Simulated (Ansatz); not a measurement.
**CH₆GeSSi: small, medium and large basis sets**

An exercise on one series of results from a longer session: the logs are not shown, and one member is left open.

Method: one geometry, several basis sets; program: Ansatz 0.2.0, Gaussian basis.

Plan: PBE0-D4/def2-SVP; ωB97M-V/def2-SVP; PBE0-D4/def2-QZVPP; ωB97M-V/def2-QZVPP; the functionals' def2-TZVPP values are taken from earlier runs.

## The geometry

All runs share one geometry, relaxed beforehand with PBE0-D4 in a triple-zeta def2 set.

SMILES `[CH2]1[SiH2][S][GeH2]1`, 10 atoms, charge 0, spin multiplicity 1.

Atoms are counted from 1 here; the program's logs count them from 0.

Bond lengths: C1–Si2 1.883 Å, C1–Ge4 1.968 Å, C1–H5 1.090 Å, C1–H6 1.090 Å, Si2–S3 2.149 Å, Si2–H7 1.487 Å, Si2–H8 1.487 Å, S3–Ge4 2.248 Å, Ge4–H9 1.538 Å, Ge4–H10 1.538 Å. Angles: Si2–C1–Ge4 92.6°, Si2–C1–H5 114.4°, Si2–C1–H6 114.3°, Ge4–C1–H5 112.8°, Ge4–C1–H6 112.7°, H5–C1–H6 109.2°, C1–Si2–S3 97.2°, C1–Si2–H7 113.7°, C1–Si2–H8 113.6°, S3–Si2–H7 112.0°, S3–Si2–H8 112.0°, H7–Si2–H8 108.1°, Si2–S3–Ge4 78.6°, C1–Ge4–S3 91.6°, C1–Ge4–H9 115.3°, C1–Ge4–H10 115.4°, S3–Ge4–H9 111.5°, S3–Ge4–H10 111.5° and more.

As a file:

```
C    -0.7584    0.5294    0.2655
Si   -0.0862    0.0023   -1.4122
S     1.5907   -1.1289   -0.6859
Ge    0.6730   -0.4098    1.2358
H    -0.7494    1.6060    0.4363
H    -1.7495    0.1377    0.4951
H    -1.0288   -0.8389   -2.1964
H     0.3385    1.1418   -2.2680
H     1.6406    0.4945    2.0182
H     0.2127   -1.5853    2.1147
```

Set-up of the first run:

Contents of in.yaml:

```yaml
crystal:
  periodic: [false, false, false]
  atoms:
    - {symbol: C, position_ang: [-0.758354, 0.529394, 0.265481]}
    - {symbol: Si, position_ang: [-0.086188, 0.002297, -1.412188]}
    - {symbol: S, position_ang: [1.590702, -1.128943, -0.685910]}
    - {symbol: Ge, position_ang: [0.672974, -0.409775, 1.235846]}
    - {symbol: H, position_ang: [-0.749446, 1.606033, 0.436349]}
    - {symbol: H, position_ang: [-1.749513, 0.137713, 0.495090]}
    - {symbol: H, position_ang: [-1.028844, -0.838852, -2.196449]}
    - {symbol: H, position_ang: [0.338507, 1.141791, -2.268008]}
    - {symbol: H, position_ang: [1.640565, 0.494519, 2.018209]}
    - {symbol: H, position_ang: [0.212696, -1.585276, 2.114679]}
basis:
  gaussian: {orbitals: def2-SVP}
hamiltonian: {xc: pbe0, dispersion: d4}
output: {orbitals: {seedname: orbitals}}
```

Steps of the session up to this table: PBE0-D4 in def2-SVP; ωB97M-V in def2-SVP; PBE0-D4 in def2-QZVPP; ωB97M-V in def2-QZVPP.

One table of the session follows, with a row left open; its other results are not shown here.

It belongs to the step «Density functionals: the series». 

| functional | basis | HOMO (eV) |
| --- | --- | --- |
| PBE0-D4 | def2-SVP | -7.07 |
| PBE0-D4 | def2-TZVPP | -7.14 |
| PBE0-D4 | def2-QZVPP | -7.16 |
| ωB97M-V | def2-SVP | -9.16 |
| ωB97M-V | def2-TZVPP | -9.28 |
| ωB97M-V | def2-QZVPP | ? |

**Question.** Estimate the row for ωB97M-V, def2-QZVPP.

The run gave: HOMO (eV): -9.30. In the column «HOMO (eV)» it is the lowest.
